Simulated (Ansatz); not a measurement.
# CH₇NSeSi: a ladder of functionals and wavefunction methods

One table from this session's results is given with a row withheld; the runs are named, their logs left out.

Method: functionals in def2-TZVPP, the program's frozen cores in correlated methods; program: Ansatz 0.2.0, Gaussian basis.

Plan: LDA (SPW92), PBE-D4, revPBE-D4, BLYP-D4, r2SCAN-D4, B97M-V, PBE0-D4, B3LYP-D4, r2SCANh-D4, r2SCAN0-D4, HSE06-D4, BHLYP-D4, CAM-B3LYP-D4, LC-ωPBE, ωB97X-V, ωB97M-V, B2PLYP, PBE-QIDH; CCSD(T)/def2-SVP; CCSD(T)/def2-TZVPP; MP2/def2-QZVPP; extrapolation to the limit; RPA on PBE.

**Structure used throughout**

All runs share one geometry, relaxed beforehand with PBE0-D4 in a triple-zeta def2 set.

SMILES `C[Se][SiH2]N`, 11 atoms, charge 0, spin multiplicity 1.

Atoms are counted from 1 here; the program's logs count them from 0.

Bond lengths: C1–Se2 1.957 Å, C1–H5 1.088 Å, C1–H6 1.088 Å, C1–H7 1.088 Å, Se2–Si3 2.275 Å, Si3–N4 1.712 Å, Si3–H8 1.484 Å, Si3–H9 1.486 Å, N4–H10 1.007 Å, N4–H11 1.006 Å. Angles: Se2–C1–H5 110.0°, Se2–C1–H6 106.9°, Se2–C1–H7 110.2°, H5–C1–H6 109.5°, H5–C1–H7 110.5°, H6–C1–H7 109.6°, C1–Se2–Si3 96.7°, Se2–Si3–N4 116.1°, Se2–Si3–H8 102.8°, Se2–Si3–H9 110.1°, N4–Si3–H8 111.4°, N4–Si3–H9 104.9°, H8–Si3–H9 111.7°, Si3–N4–H10 121.8°, Si3–N4–H11 120.4°, H10–N4–H11 112.0°.

Set-up of the first run:

in.yaml

```yaml
crystal:
  periodic: [false, false, false]
  atoms:
    - {symbol: C, position_ang: [-0.729466, 1.776278, -0.175884]}
    - {symbol: Se, position_ang: [-1.572919, 0.288525, 0.775807]}
    - {symbol: Si, position_ang: [0.243707, -1.080999, 0.788484]}
    - {symbol: N, position_ang: [0.855935, -1.534972, -0.744281]}
    - {symbol: H, position_ang: [-0.333813, 1.432059, -1.129657]}
    - {symbol: H, position_ang: [-1.504950, 2.519553, -0.351719]}
    - {symbol: H, position_ang: [0.062243, 2.211039, 0.431543]}
    - {symbol: H, position_ang: [-0.237980, -2.260162, 1.549870]}
    - {symbol: H, position_ang: [1.381300, -0.412930, 1.472235]}
    - {symbol: H, position_ang: [0.269768, -1.955972, -1.446013]}
    - {symbol: H, position_ang: [1.631574, -1.039419, -1.149883]}
basis:
  gaussian: {orbitals: def2-TZVPP}
hamiltonian: {xc: lda}
output: {orbitals: {seedname: orbitals}}
```

Run with:

```bash
ansatz run in.yaml --threads 4 --pin off --events-out ev --progress --plain --max-ram 10444MiB
```

Among the steps run: LDA; PBE-D4 (GGA); revPBE-D4 (GGA); BLYP-D4 (GGA); r2SCAN-D4 (meta-GGA); B97M-V (meta-GGA); B3LYP-D4 (hybrid); r2SCANh-D4 (hybrid); r2SCAN0-D4 (hybrid); HSE06-D4 (hybrid); BHLYP-D4 (hybrid); CAM-B3LYP-D4 (range-separated); LC-ωPBE (range-separated); ωB97X-V (range-separated); ωB97M-V (range-separated); B2PLYP (double hybrid); PBE-QIDH (double hybrid).

One of the session's tables, all rows but one given; the rest of the session is left out.

It belongs to the step «Orbital energies across the functionals». 

```
  functional  HOMO (eV)  gap (eV)
 LDA (SPW92)      -5.43      4.54
      PBE-D4      -5.30      4.59
   revPBE-D4      -5.25      4.63
     BLYP-D4      -5.14      4.52
   r2SCAN-D4      -5.55      5.17
      B97M-V      -5.66      5.13
     PBE0-D4      -6.43      6.58
    B3LYP-D4          ?         ?
  r2SCANh-D4      -5.97      5.90
  r2SCAN0-D4      -6.59      6.97
    HSE06-D4      -6.03      5.81
    BHLYP-D4      -7.41      8.35
CAM-B3LYP-D4      -7.70      8.79
     LC-ωPBE      -9.06     11.37
     ωB97X-V      -8.72     10.84
     ωB97M-V      -8.59     10.37
```

Estimate the missing values for B3LYP-D4.

Worked estimate for «HOMO (eV)». Against the share of exact exchange, BLYP-D4 (0, -5.14), BHLYP-D4 (0.5, -7.41) give a slope of -4.54 per unit share; at 0.2 the line stands at -6.05.

The run gave: HOMO (eV): -6.20; gap (eV): 6.09. In «HOMO (eV)» the line misses by +0.15.
